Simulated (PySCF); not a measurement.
# C₅H₁₃NO₃Si: NMR shifts in solvents

Aim: compute the NMR shifts of C₅H₁₃NO₃Si (`CO[SiH2]OCC(=O)N(C)C`), and see what a dielectric continuum does where one was used.

The runs use PySCF 2.14.0, with density-fitted response routines of our own; the level of theory stands in each step. All values are computed, except where a source is named. Atoms are numbered from 0 throughout.

### Step 1. The starting structure

23 atoms, charge 0, multiplicity 1; geometry from: GFN2-xTB.

Bonds of the start (Å): C0–O1 1.39, O1–Si2 1.63, Si2–O3 1.64, O3–C4 1.37, C4–C5 1.52, C5–O6 1.22, C5–N7 1.34, N7–C8 1.44, N7–C9 1.45, C0–H10 1.09, C0–H11 1.09, C0–H12 1.09, Si2–H13 1.45, Si2–H14 1.46, C4–H15 1.10, C4–H16 1.10, C8–H17 1.09, C8–H18 1.09, C8–H19 1.09, C9–H20 1.09, C9–H21 1.09, C9–H22 1.09.

### Step 2. Optimising the geometry at PBE0-D3(BJ)/def2-SVP

What the job is given:

```
{"job": {"xc": "PBE0", "basis": "def2-SVP", "d3": "d3bj", "grid": 1, "kind": "geom"}, "charge": 0, "multiplicity": 1}
C      4.407809    -0.104672    -0.377440
O      3.406382     0.244918    -1.278591
Si     1.880993     0.717742    -0.953765
O      1.336799    -0.510036    -0.006341
C      0.070014    -0.714866     0.480662
C     -0.913308     0.315334    -0.048246
O     -0.521854     1.228214    -0.755069
N     -2.202940     0.167242     0.303317
C     -2.689302    -0.921164     1.118029
C     -3.193066     1.084466    -0.221038
H      4.043112    -0.833620     0.350083
H      4.767124     0.777546     0.160699
H      5.236841    -0.540278    -0.938389
H      1.429599     0.721328    -2.331211
H      1.909769     1.967464    -0.195464
H     -0.267540    -1.720766     0.192070
H      0.088119    -0.659065     1.580214
H     -2.682948    -1.866809     0.568955
H     -2.086880    -1.038265     2.018957
H     -3.712542    -0.701201     1.414614
H     -3.940345     0.542417    -0.803447
H     -3.686846     1.616684     0.594151
H     -2.683742     1.800247    -0.862671
```

Log:

```text
step   0  E = -767.24792307  max force = 0.024419
step   1  E = -767.25446054  max force = 0.007014
step   2  E = -767.25471387  max force = 0.006329
step   3  E = -767.25496769  max force = 0.004073
step   4  E = -767.25510887  max force = 0.002199
step   5  E = -767.25488120  max force = 0.003601
step   6  E = -767.25523949  max force = 0.001324
step   7  E = -767.25517269  max force = 0.004030
step   8  E = -767.25535647  max force = 0.001567
step   9  E = -767.25531329  max force = 0.002139
step  10  E = -767.25544654  max force = 0.000722
step  11  E = -767.25553570  max force = 0.000789
step  12  E = -767.25567782  max force = 0.000614
step  13  E = -767.25582975  max force = 0.000464
step  14  E = -767.25591059  max force = 0.000985
step  15  E = -767.25592471  max force = 0.001000
step  16  E = -767.25594927  max force = 0.000651
step  17  E = -767.25597968  max force = 0.000407
step  18  E = -767.25600913  max force = 0.000477
step  19  E = -767.25604481  max force = 0.000589
step  20  E = -767.25608592  max force = 0.000536
step  21  E = -767.25610778  max force = 0.000310
step  22  E = -767.25611360  max force = 0.000160
optimisation converged
```

It took 8.6 min on 1 thread, shared host.

Along the way: (the energy doesn't fall at every step)

| step | energy from step 0 (eV) | largest force component (eV/Å) |
| --- | --- | --- |
| 0 | 0.0000 | 1.2557 |
| 1 | -0.1779 | 0.3607 |
| 2 | -0.1848 | 0.3255 |
| 3 | -0.1917 | 0.2094 |
| 4 | -0.1955 | 0.1131 |
| 5 | -0.1893 | 0.1852 |
| 6 | -0.1991 | 0.0681 |
| 7 | -0.1973 | 0.2072 |
| 8 | -0.2023 | 0.0806 |
| 9 | -0.2011 | 0.1100 |
| 10 | -0.2047 | 0.0371 |
| 11 | -0.2072 | 0.0406 |
| 12 | -0.2110 | 0.0316 |
| 13 | -0.2152 | 0.0239 |
| 14 | -0.2174 | 0.0507 |
| 15 | -0.2177 | 0.0514 |
| 16 | -0.2184 | 0.0335 |
| 17 | -0.2192 | 0.0209 |
| 18 | -0.2200 | 0.0245 |
| 19 | -0.2210 | 0.0303 |
| 20 | -0.2221 | 0.0276 |
| 21 | -0.2227 | 0.0159 |
| 22 | -0.2229 | 0.0082 |

Close pairs (by a distance rule), those that changed most:

| bond | before (Å) | after (Å) | change (Å) |
| --- | --- | --- | --- |
| Si2–O3 | 1.644 | 1.701 | +0.057 |
| O1–Si2 | 1.630 | 1.676 | +0.046 |
| Si2–H14 | 1.462 | 1.494 | +0.032 |
| Si2–H13 | 1.450 | 1.481 | +0.031 |
| C0–H11 | 1.094 | 1.110 | +0.015 |
| C8–H19 | 1.088 | 1.103 | +0.015 |
| C0–H10 | 1.093 | 1.106 | +0.013 |
| C9–H20 | 1.092 | 1.103 | +0.011 |

The next job starts from the end point, and lists it.

| at the end point | value |
| --- | --- |
| point group (found at 0.08 Å tolerance) | C1 |
| rotational constants (GHz, main isotopes) | 3.304, 0.515, 0.462 |
| dipole moment (D) | 7.15 |

### Step 3. NMR shieldings: PBE0/pcSseg-1 in benzene

What the job is given:

```
{"job": {"kind": "nmr", "xc": "PBE0", "basis": "pcSseg-1", "solvent": "benzene", "pop": true}, "charge": 0, "multiplicity": 1}
C      4.668848     0.239514    -0.066132
O      3.782894     0.310446    -1.137678
Si     2.170537     0.724216    -0.943951
O      1.673855    -0.556657     0.058298
C      0.448958    -0.741648     0.643319
C     -0.535647     0.297522     0.125737
O     -0.094436     1.124452    -0.669278
N     -1.818269     0.292619     0.535694
C     -2.360977    -0.661531     1.469907
C     -2.732520     1.288948     0.026508
H      4.471058    -0.637714     0.577682
H      4.625930     1.140885     0.579474
H      5.699921     0.155192    -0.447454
H      1.718146     0.697939    -2.353494
H      2.205945     2.038213    -0.234695
H      0.058311    -1.755027     0.425887
H      0.510847    -0.657167     1.747623
H     -3.170437    -1.248199     1.003370
H     -1.594000    -1.359616     1.821546
H     -2.779985    -0.144991     2.349781
H     -3.566212     0.809842    -0.513003
H     -3.150341     1.887812     0.852502
H     -2.186629     1.946570    -0.659166
```

With the program's defaults for keys left out, this is: GIAO PBE0/pcSseg-1 NMR shielding, non-relativistic, IEF-PCM benzene.

Log:

```text
coarse grid: 19440 points
cycle   1  E = -767.3064721099  dE =  1.424e+00  |g| = 1.134e+00  |ddm| = 4.151e+00
cycle   2  E = -766.7636821951  dE =  5.428e-01  |g| = 2.043e+00  |ddm| = 2.519e+00
cycle   3  E = -767.5271067282  dE = -7.634e-01  |g| = 2.607e-01  |ddm| = 1.799e+00
cycle   4  E = -767.5380062428  dE = -1.090e-02  |g| = 1.196e-01  |ddm| = 2.625e-01
cycle   5  E = -767.5405216390  dE = -2.515e-03  |g| = 1.968e-02  |ddm| = 8.624e-02
cycle   6  E = -767.5406030239  dE = -8.138e-05  |g| = 5.323e-03  |ddm| = 1.885e-02
cycle   7  E = -767.5406089385  dE = -5.915e-06  |g| = 9.735e-04  |ddm| = 4.317e-03
final grid: 182424 points
cycle   8  E = -767.6275673761  dE = -3.023e-05  |g| = 1.483e-02  |ddm| = 2.732e-02
cycle   9  E = -767.6274986491  dE =  6.873e-05  |g| = 2.438e-02  |ddm| = 2.451e-02
cycle  10  E = -767.6276063126  dE = -1.077e-04  |g| = 3.333e-03  |ddm| = 1.723e-02
cycle  11  E = -767.6276084096  dE = -2.097e-06  |g| = 4.699e-04  |ddm| = 2.273e-03
cycle  12  E = -767.6276084450  dE = -3.543e-08  |g| = 1.663e-04  |ddm| = 4.769e-04
cycle  13  E = -767.6276084508  dE = -5.809e-09  |g| = 3.094e-05  |ddm| = 1.515e-04
cycle  14  E = -767.6276084510  dE = -2.021e-10  |g| = 8.755e-06  |ddm| = 3.653e-05
converged SCF energy = -767.6276084510

GIAO shielding tensors (ppm)
atom      isotropic    diamagn.    paramagn.     s11        s22        s33       span
  0 C      132.249     240.315    -108.066    106.009    108.715    182.025     76.016
  1 O      289.385     397.864    -108.479    203.156    319.079    345.920    142.763
  2 Si     397.683     878.634    -480.951    380.672    398.491    413.886     33.214
  3 O      311.304     397.373     -86.070    281.050    297.878    354.984     73.933
  4 C      119.730     248.386    -128.655     99.321     99.607    160.262     60.941
  5 C        7.240     258.142    -250.902    -63.594     -3.826     89.141    152.735
  6 O      -29.131     408.788    -437.919   -274.271   -121.465    308.342    582.612
  7 N      144.755     335.733    -190.978     35.010    180.081    219.172    184.162
  8 C      150.230     245.550     -95.320    129.069    137.652    183.969     54.900
  9 C      150.296     245.039     -94.744    124.837    141.219    184.830     59.993
 10 H       27.573      29.037      -1.464     22.792     26.457     33.471     10.679
 11 H       27.922      27.574       0.349     24.700     25.433     33.634      8.934
 12 H       27.625      24.841       2.784     23.286     25.352     34.237     10.951
 13 H       26.368      31.139      -4.772     21.292     26.598     31.213      9.922
 14 H       26.360      31.675      -5.315     21.663     26.825     30.592      8.929
 15 H       26.718      31.624      -4.906     20.750     27.236     32.167     11.416
 16 H       26.739      31.511      -4.772     20.935     27.237     32.044     11.109
 17 H       28.611      28.757      -0.147     24.578     26.002     35.251     10.673
 18 H       28.351      30.497      -2.145     22.653     29.679     32.723     10.071
 19 H       28.645      28.465       0.180     24.612     26.144     35.179     10.568
 20 H       28.909      28.594       0.316     24.514     26.522     35.693     11.179
 21 H       28.934      28.319       0.615     24.590     26.557     35.656     11.066
 22 H       26.740      30.706      -3.966     20.959     28.096     31.166     10.207
```

Wall time 49 s (1 thread, shared host).

The references, computed at this level on geometries of the same kind, shield at (ppm): ¹H TMS 31.25, ¹³C TMS 184.9, ²⁹Si TMS 351.9, ¹⁵N NH3 267.0, ¹⁷O H2O 338.8. Their shielding less the atom's gives the shift. The references are single molecules in the same continuum, so shifts against H2O, NH3, PH3, H3PO4 or CFCl3 are not on the usual liquid scales and can be off by tens of ppm. Atoms listed in one row are averaged.

| atoms | environment | σ (ppm) | δ (ppm) |
| --- | --- | --- | --- |
| C5 | amide carbonyl carbon | 7.2 | 177.6 |
| C4 | sp3 CH2 bonded to O, α to a carbonyl | 119.7 | 65.1 |
| C0 | methyl carbon bonded to O | 132.2 | 52.6 |
| C8 | methyl carbon bonded to N | 150.2 | 34.6 |
| C9 | methyl carbon bonded to N | 150.3 | 34.6 |
| H13, H14 | hydrogen on a silicon bonded to 2 O | 26.36 | 4.89 |
| H15, H16 | hydrogen on an sp3 CH2 bonded to O, α to a carbonyl | 26.73 | 4.53 |
| H10, H11, H12 | hydrogen on a methyl carbon bonded to O | 27.71 | 3.55 |
| H20, H21, H22 | hydrogen on a methyl carbon bonded to N | 28.19 | 3.06 |
| H17, H18, H19 | hydrogen on a methyl carbon bonded to N | 28.54 | 2.72 |
| O6 | amide-type carbonyl oxygen | -29.1 | 367.9 |
| O1 | oxygen bonded to C, Si | 289.4 | 49.4 |
| O3 | oxygen bonded to C, Si | 311.3 | 27.5 |
| Si2 | silicon bonded to 2 O, 2 H | 397.7 | -45.8 |
| N7 | amide-type nitrogen | 144.8 | 122.3 |

Charges from the same density, by scheme (e):

| atoms | Mulliken | IAO | Hirshfeld | ESP fit |
| --- | --- | --- | --- | --- |
| C0 | -0.02 | -0.19 | -0.05 | 0.05 |
| O1 | -0.66 | -0.65 | -0.26 | -0.52 |
| Si2 | 1.00 | 1.14 | 0.37 | 0.70 |
| O3 | -0.66 | -0.63 | -0.24 | -0.37 |
| C4 | 0.13 | -0.08 | 0.00 | -0.10 |
| C5 | 0.47 | 0.40 | 0.18 | 0.59 |
| O6 | -0.53 | -0.49 | -0.21 | -0.52 |
| N7 | -0.68 | -0.14 | -0.03 | -0.08 |
| C8 | -0.08 | -0.31 | -0.05 | -0.41 |
| C9 | -0.08 | -0.31 | -0.06 | -0.35 |

Mayer bond orders: C0–O1 0.92, O1–Si2 0.93, Si2–O3 0.84, O3–C4 0.95, C4–C5 0.99, C5–O6 1.65, C5–N7 1.18, N7–C8 0.94, N7–C9 0.93.

### Step 4. NMR shieldings: PBE0/pcSseg-1 in chloroform

Same as in step 3 but for these lines:

```diff
@@ -1,2 +1,2 @@
-{"job": {"kind": "nmr", "xc": "PBE0", "basis": "pcSseg-1", "solvent": "benzene", "pop": true}, "charge": 0, "multiplicity": 1}
+{"job": {"kind": "nmr", "xc": "PBE0", "basis": "pcSseg-1", "solvent": "chloroform", "pop": false}, "charge": 0, "multiplicity": 1}
 C      4.668848     0.239514    -0.066132
```

Method: GIAO PBE0/pcSseg-1 NMR shielding, non-relativistic, IEF-PCM chloroform.

Log:

```text
coarse grid: 19440 points
cycle   1  E = -767.3162187961  dE =  1.414e+00  |g| = 1.127e+00  |ddm| = 4.151e+00
cycle   2  E = -766.8153117630  dE =  5.009e-01  |g| = 1.987e+00  |ddm| = 2.410e+00
cycle   3  E = -767.5332164082  dE = -7.179e-01  |g| = 2.454e-01  |ddm| = 1.706e+00
cycle   4  E = -767.5427840231  dE = -9.568e-03  |g| = 1.136e-01  |ddm| = 2.439e-01
cycle   5  E = -767.5450620391  dE = -2.278e-03  |g| = 1.810e-02  |ddm| = 8.077e-02
cycle   6  E = -767.5451300939  dE = -6.805e-05  |g| = 5.014e-03  |ddm| = 1.693e-02
cycle   7  E = -767.5451353562  dE = -5.262e-06  |g| = 9.137e-04  |ddm| = 3.893e-03
final grid: 182424 points
cycle   8  E = -767.6320668695  dE = -3.087e-05  |g| = 1.472e-02  |ddm| = 2.732e-02
cycle   9  E = -767.6320026569  dE =  6.421e-05  |g| = 2.384e-02  |ddm| = 2.402e-02
cycle  10  E = -767.6321054407  dE = -1.028e-04  |g| = 3.183e-03  |ddm| = 1.664e-02
cycle  11  E = -767.6321073447  dE = -1.904e-06  |g| = 4.532e-04  |ddm| = 2.139e-03
cycle  12  E = -767.6321073772  dE = -3.247e-08  |g| = 1.631e-04  |ddm| = 4.506e-04
cycle  13  E = -767.6321073828  dE = -5.605e-09  |g| = 3.013e-05  |ddm| = 1.470e-04
cycle  14  E = -767.6321073830  dE = -1.835e-10  |g| = 8.252e-06  |ddm| = 3.440e-05
converged SCF energy = -767.6321073830

GIAO shielding tensors (ppm)
atom      isotropic    diamagn.    paramagn.     s11        s22        s33       span
  0 C      132.283     240.390    -108.107    105.877    108.657    182.315     76.438
  1 O      290.657     398.179    -107.522    205.449    320.098    346.425    140.976
  2 Si     398.259     878.744    -480.485    380.708    398.023    416.045     35.337
  3 O      312.015     397.679     -85.664    281.802    299.252    354.991     73.190
  4 C      119.735     248.558    -128.824     99.312     99.856    160.036     60.724
  5 C        7.051     258.093    -251.042    -61.576     -6.569     89.299    150.875
  6 O      -19.431     408.968    -428.398   -257.562   -109.170    308.440    566.002
  7 N      142.026     335.648    -193.623     30.384    180.576    215.117    184.732
  8 C      150.247     245.595     -95.348    129.000    137.683    184.059     55.059
  9 C      150.363     245.218     -94.855    124.781    141.369    184.939     60.158
 10 H       27.561      28.983      -1.422     22.772     26.424     33.487     10.715
 11 H       27.868      27.488       0.379     24.637     25.365     33.601      8.964
 12 H       27.595      24.808       2.787     23.246     25.308     34.231     10.985
 13 H       26.396      31.261      -4.865     21.298     26.655     31.235      9.937
 14 H       26.369      31.767      -5.398     21.643     26.851     30.612      8.969
 15 H       26.645      31.554      -4.909     20.658     27.168     32.109     11.451
 16 H       26.656      31.429      -4.773     20.837     27.164     31.967     11.130
 17 H       28.556      28.669      -0.112     24.515     25.942     35.211     10.696
 18 H       28.309      30.406      -2.096     22.594     29.628     32.707     10.113
 19 H       28.586      28.367       0.220     24.540     26.080     35.138     10.599
 20 H       28.833      28.526       0.307     24.447     26.425     35.626     11.179
 21 H       28.854      28.248       0.606     24.518     26.455     35.587     11.069
 22 H       26.839      30.845      -4.007     21.052     28.236     31.228     10.176
```

It took 45 s on 1 thread, shared host.

In short: δ C5 178.1, C4 65.4, C0 52.9, C8 34.9, H13 4.86, H15 4.60 ppm (means over like atoms).

### Step 5. Comparing the runs: NMR shifts

Shifts (ppm) of some atoms, chosen among heavy atoms and hydrogens apart, means over like atoms, with basis size and wall time:

| run | H15 | H17 | O6 | O1 | O3 | Si2 | N7 | functions | time |
| --- | --- | --- | --- | --- | --- | --- | --- | --- | --- |
| PBE0/pcSseg-1 in benzene | 4.53 | 2.72 | 367.9 | 49.4 | 27.5 | -45.8 | 122.3 | 242 | 49 s |
| PBE0/pcSseg-1 in chloroform | 4.60 | 2.76 | 360.4 | 50.3 | 29.0 | -46.4 | 125.8 | 242 | 45 s |

The continuum's effect on the ground state:

| solvent | ε | polarisation energy (Eh) | μ (D) |
| --- | --- | --- | --- |
| benzene | 2.27 | -0.0083 | 8.13 |
| chloroform | 4.71 | -0.0138 | 8.60 |

### Step 6. Summary of results

| quantity | value |
| --- | --- |
| point group | C1 |
| rotational constants (main isotopes) | 3.30, 0.52, 0.46 GHz |
| ¹³C shifts against TMS (PBE0/pcSseg-1, benzene) | 177.6, 65.1, 52.6, 34.6, 34.6 ppm |
| ¹H shifts against TMS (PBE0/pcSseg-1, benzene, means over atoms taken as alike) | 4.89, 4.53, 3.55, 3.06, 2.72 ppm |
| ¹⁷O shifts against H2O (PBE0/pcSseg-1, benzene) | 367.9, 49.4, 27.5 ppm |
| ²⁹Si shifts against TMS (PBE0/pcSseg-1, benzene) | -45.8 ppm |
| ¹⁵N shifts against NH3 (PBE0/pcSseg-1, benzene) | 122.3 ppm |
| range of the shift of O6 | 360.4 to 367.9 ppm |

Relaxing lowered the energy by 0.223 eV in 22 steps; the close pair that moved most is Si2–O3, from 1.644 to 1.701 Å. C5 (amide carbonyl carbon) lies farthest downfield among carbon, at 177.6 ppm; it is a carbonyl in resonance with an O or N lone pair, the region of acids, esters and amides. At PBE0/pcSseg-1: The largest span, 583 ppm, is at O6, where the paramagnetic term is -438 ppm. Across the 2 runs the shift of O6 moves most, between 360.4 (PBE0/pcSseg-1 in chloroform) and 367.9 ppm (PBE0/pcSseg-1 in benzene). The continuum holds electrostatics alone: no hydrogen bonds to the solvent, and the gas-phase geometry is kept.
